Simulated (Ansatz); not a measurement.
**C₇H₁₄: vertical ionisation energy**

The task here is to estimate one member of a computed series from the others.

Computed with Ansatz 0.2.0, Gaussian basis. Level: unrestricted cation, the program's frozen cores in correlated methods.

Levels to be run: UKS PBE-D4/def2-TZVPP; UKS r2SCAN-D4/def2-TZVPP; UKS PBE0-D4/def2-TZVPP; UKS B3LYP-D4/def2-TZVPP; UKS wB97X-V/def2-TZVPP; UKS wB97M-V/def2-TZVPP; UKS B2PLYP/def2-TZVPP; UHF-CCSD(T)/def2-TZVPP; UHF-MP2/def2-QZVPP; extrapolation to the limit; then −ε(HOMO) from the neutral's earlier runs with LDA (SPW92), PBE-D4, revPBE-D4, BLYP-D4, r2SCAN-D4, B97M-V, PBE0-D4, B3LYP-D4, r2SCANh-D4, r2SCAN0-D4, HSE06-D4, BHLYP-D4, CAM-B3LYP-D4, LC-ωPBE, ωB97X-V, ωB97M-V.

### Structure used throughout

The geometry comes from an earlier relaxation with PBE0-D4 in a triple-zeta def2 set; it is a stationary point, not always the lowest conformer.

SMILES `C[C@@H]1CCC[C@@H]1C`, 21 atoms, charge 0, spin multiplicity 1.

Atoms are counted from 1 here; the program's logs count them from 0.

Bond lengths: C1–C2 1.522 Å, C1–H8 1.093 Å, C1–H9 1.094 Å, C1–H10 1.092 Å, C2–C3 1.529 Å, C2–C6 1.537 Å, C2–H11 1.095 Å, C3–C4 1.538 Å, C3–H12 1.094 Å, C3–H13 1.093 Å, C4–C5 1.541 Å, C4–H14 1.092 Å, C4–H15 1.092 Å, C5–C6 1.534 Å, C5–H16 1.094 Å, C5–H17 1.092 Å, C6–C7 1.515 Å, C6–H18 1.098 Å and more. Angles: C2–C1–H8 110.4°, C2–C1–H9 111.8°, C2–C1–H10 111.8°, H8–C1–H9 107.4°, H8–C1–H10 107.6°, H9–C1–H10 107.6°, C1–C2–C3 111.9°, C1–C2–C6 113.6°, C1–C2–H11 108.5°, C3–C2–C6 101.5°, C3–C2–H11 110.9°, C6–C2–H11 110.3°, C2–C3–C4 105.0°, C2–C3–H12 109.2°, C2–C3–H13 112.8°, C4–C3–H12 109.9°, C4–C3–H13 112.8°, H12–C3–H13 107.0° and more.

Set-up of the first run:

File in.yaml:

```yaml
crystal:
  periodic: [false, false, false]
  atoms:
    - {symbol: C, position_ang: [-0.533653, -1.317216, -1.155892]}
    - {symbol: C, position_ang: [0.564113, -0.798526, -0.238259]}
    - {symbol: C, position_ang: [0.308409, -1.170781, 1.222482]}
    - {symbol: C, position_ang: [-0.683068, -0.112346, 1.735727]}
    - {symbol: C, position_ang: [-0.521845, 1.096006, 0.792406]}
    - {symbol: C, position_ang: [0.626700, 0.735005, -0.158223]}
    - {symbol: C, position_ang: [0.599294, 1.480678, -1.477021]}
    - {symbol: H, position_ang: [-0.585971, -2.407835, -1.109101]}
    - {symbol: H, position_ang: [-1.516466, -0.929700, -0.872286]}
    - {symbol: H, position_ang: [-0.356945, -1.039709, -2.197362]}
    - {symbol: H, position_ang: [1.523106, -1.200786, -0.582594]}
    - {symbol: H, position_ang: [1.247019, -1.103911, 1.781018]}
    - {symbol: H, position_ang: [-0.062660, -2.191891, 1.340794]}
    - {symbol: H, position_ang: [-1.707220, -0.490914, 1.705073]}
    - {symbol: H, position_ang: [-0.482778, 0.147737, 2.776897]}
    - {symbol: H, position_ang: [-1.437865, 1.262108, 0.217133]}
    - {symbol: H, position_ang: [-0.322399, 2.026261, 1.329063]}
    - {symbol: H, position_ang: [1.569380, 0.976158, 0.350364]}
    - {symbol: H, position_ang: [1.415010, 1.165937, -2.134003]}
    - {symbol: H, position_ang: [-0.342054, 1.316121, -2.008037]}
    - {symbol: H, position_ang: [0.699901, 2.557595, -1.318179]}
basis:
  gaussian: {orbitals: def2-TZVPP}
total_charge: 1
magnetization: {spin_polarized: true, initial_magnetization: 1}
hamiltonian: {xc: pbe, dispersion: d4}
```

Run with:

```
ansatz run in.yaml --threads 2 --pin off --events-out ev --progress --plain --max-ram 32768MiB --backend cuda --devices 0, --max-vram 18GiB
```

Steps of the session up to this table: Cation, UKS PBE-D4/def2-TZVPP; Cation, UKS r2SCAN-D4/def2-TZVPP; Cation, UKS PBE0-D4/def2-TZVPP; Cation, UKS B3LYP-D4/def2-TZVPP; Cation, UKS wB97X-V/def2-TZVPP; Cation, UKS wB97M-V/def2-TZVPP; Cation, UKS B2PLYP (frozen core)/def2-TZVPP; Cation, UHF-CCSD(T)/def2-TZVPP; Cation, UHF-MP2/def2-QZVPP.

One of the session's tables, all rows but one given; the rest of the session is left out.

It belongs to the step «Ionisation energies side by side». For comparison, −ε(HOMO) of the neutral from earlier runs:

| functional | −ε(HOMO) (eV) |
| --- | --- |
| LDA (SPW92) | 7.12 |
| PBE-D4 | 7.09 |
| revPBE-D4 | 7.06 |
| BLYP-D4 | 7.03 |
| r2SCAN-D4 | 7.35 |
| B97M-V | 7.51 |
| PBE0-D4 | 8.43 |
| B3LYP-D4 | 8.25 |
| r2SCANh-D4 | 7.85 |
| r2SCAN0-D4 | 8.60 |
| HSE06-D4 | 8.03 |
| BHLYP-D4 | ? |
| CAM-B3LYP-D4 | 9.84 |
| LC-ωPBE | 11.17 |
| ωB97X-V | 10.84 |
| ωB97M-V | 10.72 |

Estimate the missing values for BHLYP-D4.

Worked estimate for «−ε(HOMO) (eV)». Against the share of exact exchange, BLYP-D4 (0, 7.03), B3LYP-D4 (0.2, 8.25) give a slope of 6.10 per unit share; at 0.5 the line stands at 10.08.

As computed: −ε(HOMO) (eV): 9.72. In «−ε(HOMO) (eV)» the line misses by +0.36.
